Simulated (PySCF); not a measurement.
# SiH3I (SMILES [SiH3]I): levels of theory compared

Wanted: a comparison of 3 runs (SVWN5/STO-3G, UPBE0/STO-3G, QCISD(T)/STO-3G) of SiH3I. The job is set up through a Python script.

Program for the calculation: PySCF 2.14.0.

5 further runs of the same task are left out: 5 set aside as unsound or not needed.

**1. The molecule**

SiH3I has 5 atoms, charge 0, and is taken as a singlet. As SMILES, `[SiH3]I`. The Si1–H4 distance was set to 1.777 Å, away from the relaxed value.

Bond lengths: Si1–I2 2.439 Å, Si1–H3 1.481 Å, Si1–H5 1.481 Å. Angles: I2–Si1–H3 108.5°, I2–Si1–H5 108.4°, H3–Si1–H5 110.5°. A long bond or contact: Si1–H4 1.777 Å.

**2. The energy at SVWN5/STO-3G (run 1)**

input.xyz reads:

```xyz
5

Si    -0.064475     0.234276     0.146887
I      2.008825    -0.758324     0.961987
H     -1.043275     0.253976     1.258087
H     -0.671300    -0.755700    -1.198400
H      0.224625     1.611976    -0.313113
```

job.py reads:

```python
from pyscf import gto, dft

mol = gto.M(
    atom='input.xyz',
    charge=0,
    basis='sto-3g',
    verbose=4,
    spin=0,
    max_memory=1860,
)

mf = dft.RKS(mol)
mf.xc = 'svwn'
mf.grids.level = 5
mf.conv_tol = 1e-10
mf.kernel()
if not mf.converged:
    mf = mf.newton().run(mf.mo_coeff, mf.mo_occ)

e_final = mf.e_tot
print(f'total energy: {e_final:.8f} hartree')
```

On the command line:

```
$ OMP_NUM_THREADS=1 python job.py
```

The log of the run:

```text
PySCF version 2.14.0

[INPUT] num. atoms = 5
[INPUT] num. electrons = 70
[INPUT] charge = 0
[INPUT] spin (= nelec alpha-beta = 2S) = 0
[INPUT] symmetry False subgroup None
[INPUT] Mole.unit = angstrom
[INPUT] Symbol           X                Y                Z      unit          X                Y                Z       unit  Magmom
[INPUT]  1 Si    -0.064475000000   0.234276000000   0.146887000000 AA   -0.121840091881   0.442717477559   0.277576201259 Bohr   0.0
[INPUT]  2 I      2.008825000000  -0.758324000000   0.961987000000 AA    3.796129082179  -1.433024673685   1.817891965392 Bohr   0.0
[INPUT]  3 H     -1.043275000000   0.253976000000   1.258087000000 AA   -1.971504022606   0.479945082213   2.377439870876 Bohr   0.0
[INPUT]  4 H     -0.671300000000  -0.755700000000  -1.198400000000 AA   -1.268573147421  -1.428066032334  -2.264647787679 Bohr   0.0
[INPUT]  5 H      0.224625000000   1.611976000000  -0.313113000000 AA    0.424479730730   3.046193159372  -0.591697816041 Bohr   0.0

nuclear repulsion = 201.298553547392
number of shells = 19
number of NR pGTOs = 117
number of NR cGTOs = 39
basis = sto-3g
ecp = {}

******** <class 'pyscf.dft.rks.RKS'> ********
method = RKS
initial guess = minao
damping factor = 0
level_shift factor = 0
DIIS = <class 'pyscf.scf.diis.CDIIS'>
diis_start_cycle = 1
diis_space = 8
diis_damp = 0
SCF conv_tol = 1e-10
SCF conv_tol_grad = None
SCF max_cycles = 50
direct_scf = True
direct_scf_tol = 1e-13
XC library pyscf.dft.libxc version 7.0.0
    S. Lehtola, C. Steigemann, M. J.T. Oliveira, and M. A.L. Marques.,  SoftwareX 7, 1–5 (2018)
XC functionals = svwn
    P. A. M. Dirac.,  Math. Proc. Cambridge Philos. Soc. 26, 376 (1930)
    F. Bloch.,  Z. Phys. 57, 545 (1929)
    S. H. Vosko, L. Wilk, and M. Nusair.,  Can. J. Phys. 58, 1200 (1980)
radial grids:
    Treutler-Ahlrichs [JCP 102, 346 (1995); DOI:10.1063/1.469408] (M4) radial grids

becke partition: Becke, JCP 88, 2547 (1988); DOI:10.1063/1.454033
pruning grids: <function nwchem_prune>
grids dens level: 5
symmetrized grids: False
atomic radii adjust function: <function treutler_atomic_radii_adjust>
small_rho_cutoff = 0
Set gradient conv threshold to 1e-05
Initial guess from minao.
tot grids = 161000
init E= -7111.72614730432
  HOMO = -0.416155709218903  LUMO = -0.176160471351412  gap/eV = 6.53060
cycle= 1 E= -7133.34185827764  delta_E= -21.6  |g|= 0.315  |ddm|= 2.27
  HOMO = -0.0664012803401637  LUMO = 0.0569218251839826  gap/eV = 3.35579
cycle= 2 E= -7133.32836366645  delta_E= 0.0135  |g|= 0.408  |ddm|= 2.19
  HOMO = -0.12820039811835  LUMO = 0.0929519307379131  gap/eV = 6.01786
cycle= 3 E= -7133.42601283729  delta_E= -0.0976  |g|= 0.0406  |ddm|= 1.16
  HOMO = -0.139068829408315  LUMO = 0.0829279586039344  gap/eV = 6.04084
cycle= 4 E= -7133.42661960371  delta_E= -0.000607  |g|= 0.0228  |ddm|= 0.13
  HOMO = -0.13718905034501  LUMO = 0.0843350497810672  gap/eV = 6.02798
cycle= 5 E= -7133.42686488358  delta_E= -0.000245  |g|= 0.00354  |ddm|= 0.0506
  HOMO = -0.137061033271994  LUMO = 0.084558579003141  gap/eV = 6.03058
cycle= 6 E= -7133.42687290628  delta_E= -8.02e-06  |g|= 0.000456  |ddm|= 0.00956
  HOMO = -0.137085197545505  LUMO = 0.084597238042437  gap/eV = 6.03229
cycle= 7 E= -7133.42687305219  delta_E= -1.46e-07  |g|= 2.03e-05  |ddm|= 0.00145
  HOMO = -0.137090597579387  LUMO = 0.0845971354044901  gap/eV = 6.03243
cycle= 8 E= -7133.42687305248  delta_E= -2.95e-10  |g|= 1.14e-06  |ddm|= 6.78e-05
  HOMO = -0.137090874302176  LUMO = 0.084597227263972  gap/eV = 6.03244
cycle= 9 E= -7133.42687305247  delta_E= 1.64e-11  |g|= 4.25e-08  |ddm|= 3.1e-06
  HOMO = -0.137090885185859  LUMO = 0.0845972356546698  gap/eV = 6.03244
Extra cycle  E= -7133.42687305247  delta_E= -7.28e-12  |g|= 4.59e-08  |ddm|= 2.16e-07
converged SCF energy = -7133.42687305247
total energy: -7133.42687305 hartree
```

It took 2.6 s on 1 thread of Arm Neoverse V2, shared host; peak memory 0.16 GiB.

**3. A single-point energy at UPBE0/STO-3G (run 2)**

geometry.xyz reads:

```xyz
5
H3ISi
Si    -0.064475     0.234276     0.146887
I      2.008825    -0.758324     0.961987
H     -1.043275     0.253976     1.258087
H     -0.671300    -0.755700    -1.198400
H      0.224625     1.611976    -0.313113
```

calc.py reads:

```python
from pyscf import gto, dft

mol = gto.M(
    atom='geometry.xyz',
    charge=0,
    verbose=3,
    basis='sto-3g',
    max_memory=1860,
    spin=0,
)

mf = dft.UKS(mol, xc='pbe0')
mf.conv_tol = 1e-10
mf.grids.level = 5
mf.kernel()
if not mf.converged:
    mf = mf.newton().run(mf.mo_coeff, mf.mo_occ)
for _ in range(3):
    mo, _, stable, _ = mf.stability(return_status=True)
    if stable:
        break
    mf.kernel(mf.make_rdm1(mo, mf.mo_occ))

energy = mf.e_tot
print('E = %.10f Eh' % energy)
```

On the command line:

```
$ OMP_NUM_THREADS=1 python calc.py
```

The log of the run:

```text
converged SCF energy = -7140.37061050063  <S^2> = 1.4026114e-11  2S+1 = 1
<class 'pyscf.dft.uks.UKS'> wavefunction is stable in the internal stability analysis
E = -7140.3706105006 Eh
```

It took 29 s on 1 thread of Arm Neoverse V2, shared host; peak memory 0.4 GiB.

**4. A single-point energy at QCISD(T)/STO-3G (run 3)**

calc.py reads:

```python
from pyscf import gto, scf, cc

mol = gto.M(
    atom=[
    ('Si', (-0.064475, 0.234276, 0.146887)),
    ('I', (2.008825, -0.758324, 0.961987)),
    ('H', (-1.043275, 0.253976, 1.258087)),
    ('H', (-0.671300, -0.755700, -1.198400)),
    ('H', (0.224625, 1.611976, -0.313113)),
],
    max_memory=1860,
    charge=0,
    basis='sto-3g',
    verbose=3,
)

calc0 = scf.RHF(mol)
calc0.conv_tol = 1e-10
calc0.kernel()
if not calc0.converged:
    calc0 = calc0.newton().run(calc0.mo_coeff, calc0.mo_occ)

mycc = cc.QCISD(calc0, frozen=23)
mycc.kernel()
e_t = mycc.qcisd_t()
e_final = mycc.e_tot + e_t
print(f'total energy: {e_final:.8f} hartree')
```

On the command line:

```
$ OMP_NUM_THREADS=1 python calc.py
```

The log of the run:

```text
converged SCF energy = -7138.03217065833
E(QCISD) = -7138.110648683679  E_corr = -0.07847802534771881
QCISD(T) correction = -0.000676002129324503
total energy: -7138.11132469 hartree
```

Run time: 0.76 s. Hardware: 1 thread of Arm Neoverse V2, shared host; peak memory 0.11 GiB.

**5. The series**

| run | level | follow instability | integration grid | energy (Eh) | dipole moment (D) of the reference | HOMO energy (eV) | LUMO energy (eV) | wall time |
| --- | --- | --- | --- | --- | --- | --- | --- | --- |
| 1 | SVWN5/STO-3G | – | 5 | -7133.426873 | 2.40 | -3.73 | 2.30 | 2.6 s |
| 2 | UPBE0/STO-3G | yes | 5 | -7140.370611 | 2.37 | -4.95 | 3.37 | 29 s |
| 3 | QCISD(T)/STO-3G | – | – | -7138.111325 | 2.56 | -7.38 | 7.74 | 0.76 s |

**6. Summary of results**

| quantity | value |
| --- | --- |
| run 3: total energy | -7138.11132 Eh |
| run 3: dipole moment (Hartree–Fock density) | 2.56 D |
| run 3: HOMO energy (Hartree–Fock orbitals) | -7.38 eV |
| run 3: LUMO energy (Hartree–Fock orbitals) | 7.74 eV |
| run 3: HOMO–LUMO gap (Hartree–Fock orbitals) | 15.12 eV |
| run 3: correlation energy (23 core orbitals frozen) | -79.2 mEh |
| run 3: (T) correction | -0.68 mEh |
| run 3: T1 diagnostic | 0.004 |

In words: Totals of different functionals can't be ranked against each other. In runs 1, 2, 3 the basis is minimal, so the values are rough. In runs 1, 2, 3 relativity is left out where basis or elements ask for it. All runs together took 33 s, the longest 29 s.
